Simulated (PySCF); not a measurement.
# C6H4F2S: the cost of one run

Programs: PySCF 2.14.0, with routines of our own; each step states its level. All values are computed. Atoms count from 0.

## Step 1: The starting structure

13 atoms, charge 0, multiplicity 1; geometry from: GFN2-xTB.

## Step 2: Optimising the geometry at PBE0-D3(BJ)/def2-SVP

Job settings and geometry (Å):

```
{"job": {"xc": "PBE0", "basis": "def2-SVP", "d3": "d3bj", "grid": 2, "kind": "geom"}, "charge": 0, "multiplicity": 1}
C     -2.380926     0.313423     0.580353
S     -2.682749     0.044868    -1.191103
C     -1.050708    -0.207591    -1.799218
F     -1.056091    -0.408507    -3.126528
C      0.061553    -0.216385    -1.103750
C      1.098650    -0.188269    -0.376106
C      2.149623    -0.211581     0.338701
C      3.233530    -0.172073     1.064625
F      3.910954     0.970099     1.292332
H     -2.896911    -0.462789     1.137099
H     -2.775992     1.288593     0.848024
H     -1.312869     0.271192     0.767814
H      3.697548    -1.020494     1.550027
```

Launch:

```
OMP_NUM_THREADS=1 python excited_run.py task.json out
```

The driver reads the jobs from task.json and runs them one after another.

**Question.** How long does this first job take on 1 thread of Arm Neoverse V1, shared host, and how much memory does it need?

About 3 min, with a peak of 0.73 GiB.
